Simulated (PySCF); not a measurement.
# Ca₂S₂: relaxation and vibrations of the singlet

Where does singlet Ca₂S₂ go from a butterfly start, is the end point a minimum, and what are its modes, charges and moments?

Program: PySCF 2.14.0. Level of theory: PBE0, basis Ca def2-TZVP, S def2-TZVP, no relativity, density fitting. These are calculated values, not measurements.

## (1) The starting structure

4 atoms, charge 0, spin multiplicity 1.

Bond lengths: Ca1–Ca2 3.420 Å, Ca1–S3 2.810 Å, Ca1–S4 2.810 Å, Ca2–S3 2.810 Å, Ca2–S4 2.810 Å. Angles: Ca2–Ca1–S3 52.5°, Ca2–Ca1–S4 52.5°, S3–Ca1–S4 64.9°, Ca1–Ca2–S3 52.5°, Ca1–Ca2–S4 52.5°, S3–Ca2–S4 64.9°, Ca1–S3–Ca2 75.0°, Ca1–S4–Ca2 75.0°.

Z-matrix (Å, degrees; charge 0 multiplicity 1):
```
Ca
Ca 1 3.4200
S  1 2.8103 2 52.52
S  1 2.8103 2 52.52 3 85.02
```

## (2) The SCF at the typed geometry

The steps below are one call of a driver around PySCF. For each, scf.py gives the equivalent set-up of the SCF; relaxations use the driver's own optimiser. After this first run the driver tries any further starts and a stability analysis.

File scf.py:

```python
from pyscf import gto, scf, dft
mol = gto.M(atom='''
Ca     1.710000     0.000000     0.000000
Ca    -1.710000     0.000000     0.000000
S      0.000000     1.507000     1.644000
S      0.000000    -1.507000     1.644000''',
    basis={'Ca': 'def2-TZVP', 'S': 'def2-TZVP'},
    charge=0, spin=0)
mf = dft.RKS(mol, xc='PBE0')
mf.grids.atom_grid = (50, 194)
aux = {'Ca': 'def2-universal-JKFIT', 'S': 'def2-universal-JKFIT'}
mf = mf.density_fit(auxbasis=aux)
mf.conv_tol = 1e-08
mf.diis_space = 10
mf.max_cycle = 60
mf.init_guess = 'minao'
mf.verbose = 4
mf.kernel()
```

Command:

```bash
$ OMP_NUM_THREADS=2 python axn.py task.json out
```

After this run come: Butterfly start, singlet: relaxation; Hessian and properties.

What does the calculation give? Wanted: minimum; geometry; wavenumbers; dipole moment; highest occupied, lowest empty level; polar-tensor charge of Ca1; zero-point energy; atomisation energy.

**Answer**, as computed:

```
                                 quantity                                                                                        value
                                  minimum                                                                                 singlet, D2h
                                 geometry  Ca–Ca 3.279 Å, Ca–S 2.527 Å (×4); Ca–Ca–S 49.5° (×4), Ca–S–Ca 80.9° (×2), S–Ca–S 99.1° (×2)
                       wavenumbers (cm⁻¹)                               116 (b3u), 196 (ag), 287 (b3g), 346 (b1u), 366 (ag), 369 (b2u)
                            dipole moment                                                                                       0.00 D
     highest occupied, lowest empty level                                                                              -5.33, -1.62 eV
               polar-tensor charge of Ca1                                                                                      +1.10 e
                        zero-point energy                                                                                  10.0 kJ/mol
                      entropy at 298.15 K                                                                              320.9 J/(mol K)
atomisation energy (no zero-point energy)                                                                                  1150 kJ/mol
```

The butterfly start (C2v) ends in a minimum of D2h symmetry. The strongest infrared band lies at 369 cm⁻¹ (b2u). Ca1 has a polar-tensor charge of +1.1 e (a dipole derivative, not a static charge), yet symmetry cancels the bond dipoles. The first SCF alone would have been 29 kJ/mol too high. Other starts or spin states, not run here, may lie lower.
